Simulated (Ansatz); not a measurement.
# FH2SeSi (charge +1): molecular dynamics

The plan is to follow the molecule's vibrations and see whether its bonds hold. The start is relaxed first. Runs: 300 steps of 0.5 fs under a Langevin thermostat at 500 K. SMILES of the start: F[SiH+][SeH].

All numbers below are computed with Ansatz 0.2.0 (RKS BLYP/def2-SVP).

### Step 1. Starting point

Bond lengths: F1–Si2 1.573 Å, Si2–Se3 2.173 Å, Si2–H4 1.444 Å, Se3–H5 1.455 Å. Angles: F1–Si2–Se3 108.7°, F1–Si2–H4 105.3°, Se3–Si2–H4 146.0°, Si2–Se3–H5 97.6°.

Structure file:

```xyz
5

F    -0.9963   -0.9947    1.3647
Si   -0.4502   -0.3766    0.0249
Se    1.2054    0.9498    0.4950
H    -1.2757   -0.9385   -1.0188
H     1.5168    1.3600   -0.8659
```

### Step 2. Relaxing the start

File input.yaml:

```yaml
crystal:
  periodic: [false, false, false]
  atoms:
    - { symbol: F, position_ang: [-0.99634, -0.99467, 1.36472] }
    - { symbol: Si, position_ang: [-0.4502, -0.3766, 0.02495] }
    - { symbol: Se, position_ang: [1.20542, 0.94976, 0.49498] }
    - { symbol: H, position_ang: [-1.27566, -0.93849, -1.01879] }
    - { symbol: H, position_ang: [1.51678, 1.36, -0.86586] }
total_charge: 1
basis:
  gaussian: { orbitals: def2-SVP }
hamiltonian:
  xc: blyp
relax:
  f_tol: 0.02
  max_steps: 40
scf:
  lower_state_search: "off"
```

The run is started by

```bash
$ ansatz run input.yaml --threads 1 --pin off --max-ram 2048MiB --backend cpu --events-out ev --progress --plain --runs-dir out
```

What it wrote, cut to the lines that bear on the results:

```text
Warning: RAYON_NUM_THREADS=1 ignored (pool sized by the plan → 1); use --threads N
[...]
Functional definition: BLYP
[...]
806 factors; their error is unknown
[...]
mean field -75958.01309356 eV, -2791.4054949979 hartree, gradient 2.1e-6 eV, S^2 0.000000; 0 other end points of the search recorded, 0 dependent functions left out
[...]
reference -75958.01336124 eV, -2791.4055048348 hartree; 29, 29 occupied and 45, 45 virtual orbitals, 806 factors
relax step   1: F+E_penalty+E_count = -75958.01309356 eV  Δ(F+E_penalty+E_count) = +0.000e0 eV  max|allowed force component| = 1.184e0 eV/Å  Δτ_max = 0.0000 Å  (17 SCF iters, accepted)
[...]
relax step   6: F+E_penalty+E_count = -75958.21555768 eV  Δ(F+E_penalty+E_count) = -1.163e-4 eV  max|allowed force component| = 3.026e-2 eV/Å  Δτ_max = 0.0109 Å  (21 SCF iters, accepted)
[...]
relax step   7: F+E_penalty+E_count = -75958.21556047 eV  Δ(F+E_penalty+E_count) = -2.796e-6 eV  max|allowed force component| = 5.932e-3 eV/Å  Δτ_max = 0.0053 Å  (21 SCF iters, accepted)
Total energy: -75958.21582537 eV, -2791.4129452543 hartree
Atom 0 at    -1.080041    -1.073081     1.443073 Å, force    -0.002163     0.000289     0.000059 eV/Å
Atom 1 at    -0.435602    -0.380851     0.155292 Å, force     0.004981     0.005822     0.001831 eV/Å
Atom 2 at     1.251781     0.986900     0.507025 Å, force    -0.001149    -0.005932    -0.002222 eV/Å
Atom 3 at    -1.071394    -0.755029    -1.132959 Å, force     0.000703    -0.002648    -0.000739 eV/Å
Atom 4 at     1.335255     1.222061    -0.972432 Å, force    -0.002372     0.002469     0.001071 eV/Å
Dipole moment:    -0.230530    -0.116691    -0.644868 e Å
Checks for a lower state left out: stability, starts, cluster_reference, orbital_swaps, neighbouring_geometries, increment
```

It took 9.6 s on 1 thread of Arm Neoverse V1, shared host; peak memory 0.12 GiB.

The steps of the relaxation:

```tsv
step	energy from step 1 (eV)	largest force component (eV/Å)
1	0.0000	1.1838
2	-0.1680	0.4124
3	-0.1867	0.5802
4	-0.1986	0.1856
5	-0.2023	0.0304
6	-0.2025	0.0303
7	-0.2025	0.0059
```

Step 1 is the start.

After: Bond lengths: F1–Si2 1.598 Å, Si2–Se3 2.200 Å, Si2–H4 1.485 Å, Se3–H5 1.500 Å. Angles: F1–Si2–Se3 116.7°, F1–Si2–H4 114.7°, Se3–Si2–H4 128.6°, Si2–Se3–H5 89.0°.

### Step 3. Dynamics

300 steps of 0.5 fs under a Langevin thermostat at 500 K, from the relaxed start.

File input.yaml:

```yaml
crystal:
  periodic: [false, false, false]
  atoms:
    - { symbol: F, position_ang: [-1.080041, -1.073081, 1.443073] }
    - { symbol: Si, position_ang: [-0.435602, -0.380851, 0.155292] }
    - { symbol: Se, position_ang: [1.251781, 0.9869, 0.507025] }
    - { symbol: H, position_ang: [-1.071394, -0.755029, -1.132959] }
    - { symbol: H, position_ang: [1.335255, 1.222061, -0.972432] }
total_charge: 1
basis:
  gaussian: { orbitals: def2-SVP }
hamiltonian:
  xc: blyp
md:
  timestep: 0.5
  n_steps: 300
  ensemble: nvt_langevin
  temperature: 500.0
  initial_velocities: maxwell_boltzmann
  seed: 431781
  friction: 0.005
scf:
  lower_state_search: "off"
```

The run is started by

```bash
$ ansatz run input.yaml --threads 1 --pin off --max-ram 2048MiB --backend cpu --events-out ev --progress --plain --runs-dir out
```

What it wrote, cut to the lines that bear on the results:

```text
Warning: RAYON_NUM_THREADS=1 ignored (pool sized by the plan → 1); use --threads N
[...]
Functional definition: BLYP
[...]
806 factors; their error is unknown
[...]
mean field -75958.21556626 eV, -2791.4129357324 hartree, gradient 6.0e-6 eV, S^2 0.000000; 0 other end points of the search recorded, 0 dependent functions left out
[...]
reference -75958.21583126 eV, -2791.4129454711 hartree; 29, 29 occupied and 45, 45 virtual orbitals, 806 factors
md step     0: t =     0.00 fs  T =   400.0 K  F+E_penalty+E_count = -75958.21556626 eV  E_kin = 0.258520 eV  (16 SCF iters)
[...]
md step    22: t =    11.00 fs  T =   233.3 K  F+E_penalty+E_count = -75958.07860595 eV  E_kin = 0.150811 eV  (21 SCF iters)
[...]
md step    44: t =    22.00 fs  T =   247.8 K  F+E_penalty+E_count = -75958.03428318 eV  E_kin = 0.160145 eV  (22 SCF iters)
[...]
md step    66: t =    33.00 fs  T =   195.7 K  F+E_penalty+E_count = -75958.05165817 eV  E_kin = 0.126450 eV  (23 SCF iters)
[...]
md step    86: t =    43.00 fs  T =   403.7 K  F+E_penalty+E_count = -75958.16749630 eV  E_kin = 0.260931 eV  (21 SCF iters)
md step    87: t =    43.50 fs  T =   441.4 K  F+E_penalty+E_count = -75958.17393554 eV  E_kin = 0.285290 eV  (21 SCF iters)
```

### Step 4. The log goes on: dynamics from the start

Output, continued, cut to the lines that bear on the results:

```text
md step    88: t =    44.00 fs  T =   464.0 K  F+E_penalty+E_count = -75958.17969759 eV  E_kin = 0.299852 eV  (21 SCF iters)
[...]
md step   117: t =    58.50 fs  T =   178.2 K  F+E_penalty+E_count = -75958.03442376 eV  E_kin = 0.115165 eV  (21 SCF iters)
[...]
md step   146: t =    73.00 fs  T =   284.2 K  F+E_penalty+E_count = -75958.08666601 eV  E_kin = 0.183649 eV  (22 SCF iters)
[...]
md step   175: t =    87.50 fs  T =   302.4 K  F+E_penalty+E_count = -75958.09832152 eV  E_kin = 0.195422 eV  (21 SCF iters)
[...]
md step   202: t =   101.00 fs  T =   120.5 K  F+E_penalty+E_count = -75958.01643135 eV  E_kin = 0.077891 eV  (22 SCF iters)
md step   203: t =   101.50 fs  T =   122.2 K  F+E_penalty+E_count = -75958.01752032 eV  E_kin = 0.079000 eV  (21 SCF iters)
```

### Step 5. The output, continued: dynamics from the start

Output, continued, cut to the lines that bear on the results:

```text
md step   204: t =   102.00 fs  T =   134.5 K  F+E_penalty+E_count = -75958.01824921 eV  E_kin = 0.086926 eV  (21 SCF iters)
[...]
md step   228: t =   114.00 fs  T =   315.6 K  F+E_penalty+E_count = -75958.12134241 eV  E_kin = 0.203978 eV  (21 SCF iters)
[...]
md step   252: t =   126.00 fs  T =   419.0 K  F+E_penalty+E_count = -75958.08142582 eV  E_kin = 0.270771 eV  (21 SCF iters)
[...]
md step   276: t =   138.00 fs  T =   225.4 K  F+E_penalty+E_count = -75957.94352756 eV  E_kin = 0.145683 eV  (21 SCF iters)
[...]
md step   299: t =   149.50 fs  T =   510.3 K  F+E_penalty+E_count = -75958.09623182 eV  E_kin = 0.329816 eV  (21 SCF iters)
[...]
md step   300: t =   150.00 fs  T =   519.1 K  F+E_penalty+E_count = -75958.09904942 eV  E_kin = 0.335462 eV  (21 SCF iters)
Total energy: -75958.09931541 eV, -2791.4086635922 hartree
Atom 0 at    -0.720140    -1.339776     1.171264 Å, force     0.216437     0.394699    -0.503590 eV/Å
Atom 1 at    -0.408978    -0.147651     0.127259 Å, force    -1.615582    -1.023793    -0.161829 eV/Å
Atom 2 at     1.194102     1.216660     0.467603 Å, force     0.881089     0.681615     0.304282 eV/Å
Atom 3 at    -1.396418     0.011679    -1.019369 Å, force     0.349848    -0.228797     0.513129 eV/Å
Atom 4 at     0.506665     1.977076    -0.622161 Å, force     0.168208     0.176275    -0.151993 eV/Å
Dipole moment:    -0.352214     0.103502    -0.513871 e Å
Checks for a lower state left out: stability, starts, cluster_reference, orbital_swaps, neighbouring_geometries, increment
```

It took 5.8 min on 1 thread of Arm Neoverse V1, shared host; peak memory 0.094 GiB.

### Step 6. Frames and traces

One step in 16; energies are changes from step 0:

```tsv
time (fs)	T (K)	potential energy change (meV/atom)
0.0	400	0.0
8.0	340	17.2
16.0	181	35.1
24.0	234	37.3
32.0	171	33.7
40.0	391	18.2
48.0	446	9.2
56.0	213	32.4
64.0	171	34.7
72.0	273	26.8
80.0	303	22.5
88.0	284	23.8
96.0	132	38.6
104.0	136	37.6
112.0	318	22.7
120.0	356	14.8
128.0	375	35.6
136.0	228	55.4
144.0	354	36.8
150.0	519	23.3
```

time (fs), T (K) and a bar:
```
      0.0        400 ######################
      6.5        349 ##################
     13.0        179 ######
     19.5        194 #######
     26.0        215 ########
     32.5        181 ######
     39.0        349 ##################
     45.5        460 ##########################
     52.0        293 ##############
     58.5        178 ######
     65.0        184 ######
     71.5        299 ##############
     78.5        305 ###############
     85.0        297 ##############
     91.5        263 ############
     98.0         96 
    104.5        150 ####
    111.0        276 #############
    117.5        324 ################
    124.0        387 #####################
    130.5        269 ############
    137.0        244 ###########
    143.5        327 ################
    150.0        519 ##############################
```

Maxima of the velocity power spectrum (cm⁻¹, relative height; resolution about 440 cm⁻¹): 390 (100).

### Step 7. Snapshots as a file

Positions (Å) and forces (eV/Å):

```xyz
5
time_fs=19.0 T=173 dE=0.1852
F    -1.038   -1.128    1.411   -0.115   -0.628    0.274
Si   -0.458   -0.407    0.125    0.867    1.472    0.635
Se    1.261    1.015    0.515   -0.717   -0.627   -0.372
H    -1.362   -0.300   -1.013   -0.288   -0.246   -0.528
H     0.828    1.621   -0.792    0.253    0.030   -0.008
5
time_fs=37.5 T=323 dE=0.1086
F    -0.987   -1.216    1.379    0.634    0.376   -0.676
Si   -0.443   -0.328    0.132   -1.034   -0.120    0.516
Se    1.244    1.043    0.491    0.132    0.296   -0.172
H    -1.416   -0.383   -1.004    0.281   -0.028    0.009
H     0.984    1.879   -0.766   -0.013   -0.524    0.323
5
time_fs=56.0 T=213 dE=0.1620
F    -0.899   -1.236    1.312   -0.304   -0.213    0.535
Si   -0.487   -0.202    0.185   -0.257   -0.856   -1.262
Se    1.236    1.072    0.455    0.213    0.486   -0.002
H    -1.064   -0.543   -1.194    0.051    0.345    0.756
H     0.858    1.412   -0.960    0.297    0.238   -0.028
5
time_fs=75.0 T=334 dE=0.1059
F    -0.851   -1.302    1.283    0.118    0.727   -0.316
Si   -0.513   -0.166    0.183   -0.714   -1.023   -0.667
Se    1.239    1.092    0.431    0.740    0.310    0.485
H    -1.366   -0.241   -1.069    0.183    0.015    0.519
H     1.286    1.514   -1.007   -0.328   -0.030   -0.022
5
time_fs=94.0 T=197 dE=0.1753
F    -0.831   -1.316    1.259    0.070   -0.556    0.473
Si   -0.588   -0.214    0.150    1.061    1.416    0.264
Se    1.275    1.129    0.445   -1.045   -0.864   -0.506
H    -1.813   -0.002   -0.640   -0.050    0.033   -0.449
H     1.040    1.755   -0.910   -0.035   -0.029    0.218
5
time_fs=112.5 T=325 dE=0.1074
F    -0.836   -1.358    1.237    0.275    0.594   -0.698
Si   -0.569   -0.201    0.128    0.623    0.074    1.113
Se    1.258    1.153    0.439   -1.189   -0.725   -0.349
H    -1.684   -0.090   -0.852    0.098    0.035   -0.092
H     0.660    1.978   -0.670    0.194    0.022    0.026
5
time_fs=131.0 T=257 dE=0.2437
F    -0.790   -1.322    1.186   -0.016   -0.793    0.913
Si   -0.477   -0.161    0.181   -0.508    0.158   -1.379
Se    1.197    1.167    0.425    1.334    0.056    1.247
H    -1.208   -0.324   -1.091   -0.331    0.152   -0.024
H     0.611    2.235   -0.372   -0.479    0.428   -0.756
5
time_fs=150.0 T=519 dE=0.1165
F    -0.720   -1.340    1.171    0.216    0.395   -0.504
Si   -0.409   -0.148    0.127   -1.616   -1.024   -0.162
Se    1.194    1.217    0.468    0.881    0.682    0.304
H    -1.396    0.012   -1.019    0.350   -0.229    0.513
H     0.507    1.977   -0.622    0.168    0.176   -0.152
```

### Step 8. Outcome

| quantity | value |
| --- | --- |
| relaxation of the start | 6 moves, 0.202 eV lower |
| length | 300 steps of 0.5 fs |
| temperature, first and last step | 400 and 519 K |
| temperature, second half | mean 286 K, from 95 to 532 K |
| potential energy, second half | +31 meV/atom from the start |
| bonds formed or broken | 0 |

**Reading.** Against a set 500 K the second half averages 286 K with a spread of 99 K; 31 meV/atom has gone into potential energy, and a thermostat that acts over some 200 fs has not made it up in 150 fs. No bond forms or breaks. A run of 150 fs with 5 atoms shows the motion but fixes no equilibrium value. The nuclei move classically, without zero-point motion, which matters most for hydrogen.
